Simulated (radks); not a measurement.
**Rb inside a hard spherical wall**

The task here is to estimate one member of a computed series from the others.

Program: radks (a radial shooting solver on a logarithmic mesh, Libxc functionals) version 1. Level of theory: scalar-relativistic Kohn-Sham, PBE, spin-polarised, spherical densities, point nucleus; open shells are filled with parallel spins first. These are calculated values, not measurements, unless marked.

## What is computed

- element: rubidium (Z = 37)
- charge: 0
- electrons: 37
- configuration: [Kr] 5s1

The outer shells:

Rb
```
[Kr] core
5s [↑ ]
```

Set-up of the first run:

Input:

```text
Z 37
configuration [Kr] 5s1 4d0 5p0 6s0
relativity scalar-relativistic
functional pbe,pbe
spin polarised
nucleus point
c 137.035999084
```

Steps of the session up to this table: The free atom; Wall at 20 bohr; Wall at 15 bohr; Wall at 12 bohr; Wall at 10 bohr; Wall at 8 bohr; Wall at 4 bohr; Wall at 3.5 bohr; Wall at 2.5 bohr.

One of the session's tables, all rows but one given; the rest of the session is left out.

| R (bohr) | E − E(free) (eV) | ε(5s) (eV) | ε(5p, empty) (eV) | ε(6s, empty) (eV) | ε(4d, empty) (eV) |
| --- | --- | --- | --- | --- | --- |
| free | 0.000 | -2.436 | -0.893 | - | - |
| 20 | 0.000 | -2.436 | -0.889 | 0.011 | -0.084 |
| 15 | 0.004 | -2.424 | -0.829 | 0.557 | 0.021 |
| 12 | ? | ? | ? | ? | ? |
| 10 | 0.154 | -2.138 | -0.152 | 3.660 | 0.622 |
| 8 | 0.628 | -1.453 | 1.125 | 8.090 | 1.437 |
| 4 | 17.889 | 15.124 | 24.025 | 67.116 | 10.571 |
| 3.5 | 33.438 | 26.672 | 37.931 | 98.438 | 15.771 |
| 2.5 | 156.10 | 93.637 | 112.08 | 252.39 | 44.158 |

Q: Estimate the row for R (bohr) = 12 from the others.

Worked estimate for «E − E(free) (eV)». A straight line through the neighbours (15, 0.004) and (10, 0.154) gives 0.004 + (0.154 − 0.004) × (12 − 15) / (10 − 15) = 0.094; a parabola fitted to 4 rows on both sides gives 0.089.

**Answer.** E − E(free) (eV): 0.036; ε(5s) (eV): -2.347; ε(5p, empty) (eV): -0.611; ε(6s, empty) (eV): 1.738; ε(4d, empty) (eV): 0.250. In «E − E(free) (eV)» the line misses by +0.058 and the parabola by +0.053. Between these rows the values bend or scatter more than so simple an estimate can follow.

From R = 4 bohr inwards the highest occupied level lies above zero, pushed up by confinement. Shells are not refilled when levels cross, and a hard wall is a model, not a crystal.
